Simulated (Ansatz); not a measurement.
# Al3CrN4: the cost of one run

Computed with Ansatz 0.2.0 (DFT PBE, scalar-relativistic, plane waves, PAW, unless a step's input says otherwise).

**1. The starting structure**

Symmetry: P-43m, No. 215, cubic system. The conventional cell has a = 4.636 Å, b = 4.636 Å, c = 4.636 Å, α = 90.00°, β = 90.00°, γ = 90.00°. Al (site symmetry -42m) has 4 N at 2.01 Å as nearest neighbours. Cr (site symmetry -43m) is surrounded by 4 N at 2.01 Å. N (site symmetry 3m) is surrounded by 3 Al at 2.01 Å and 1 Cr at 2.01 Å.

Structure file:

```
Al Cr N
1.0
     4.63647    0.00000    0.00000
     0.00000    4.63647    0.00000
     0.00000    0.00000    4.63647
Al Cr N
3 1 4
Direct
  0.50000 0.00000 0.00000
  0.00000 0.00000 0.50000
  0.00000 0.50000 0.00000
  0.50000 0.50000 0.50000
  0.75000 0.25000 0.75000
  0.75000 0.75000 0.25000
  0.25000 0.25000 0.25000
  0.25000 0.75000 0.75000
```

The start is an ordering of an alloy on its end members' structure types: elements ordered on the sites of the AlN type, Cr/Al on Al (P-43m, No. 215).

**2. The guess as it stands, on a coarse mesh**

input.yaml reads:

```yaml
crystal:
  lattice:
    - [4.63646707, 0.0, 0.0]
    - [0.0, 4.63646707, 0.0]
    - [0.0, 0.0, 4.63646707]
  atoms:
    - { symbol: Al, position: [0.5, 0.0, 0.0] }
    - { symbol: Al, position: [0.0, 0.0, 0.5] }
    - { symbol: Al, position: [0.0, 0.5, 0.0] }
    - { symbol: Cr, position: [0.5, 0.5, 0.5], spin: 3.0 }
    - { symbol: "N", position: [0.75, 0.25, 0.75] }
    - { symbol: "N", position: [0.75, 0.75, 0.25] }
    - { symbol: "N", position: [0.25, 0.25, 0.25] }
    - { symbol: "N", position: [0.25, 0.75, 0.75] }
basis:
  ecutwfc: 420
kpoints:
  mp_grid: { grid: [4, 4, 4] }
hamiltonian:
  xc: pbe
scf:
  occupations: { method: gaussian, width: 0.1 }
  lower_state_search: "off"
output:
  forces: true
  stress: true
  eigenvalues: true
  populations: true
magnetization:
  spin_polarized: true
```

Command:

```console
ansatz run input.yaml --threads 1 --pin off --max-ram 2560MiB --backend cpu --events-out ev --progress --plain --runs-dir out
```

**Question.** How long does this run take on 1 thread of Intel Xeon at 2.50GHz (Skylake/Cascade Lake), shared host, and how much memory does it need?

About 17 s, with a peak of 0.37 GiB.
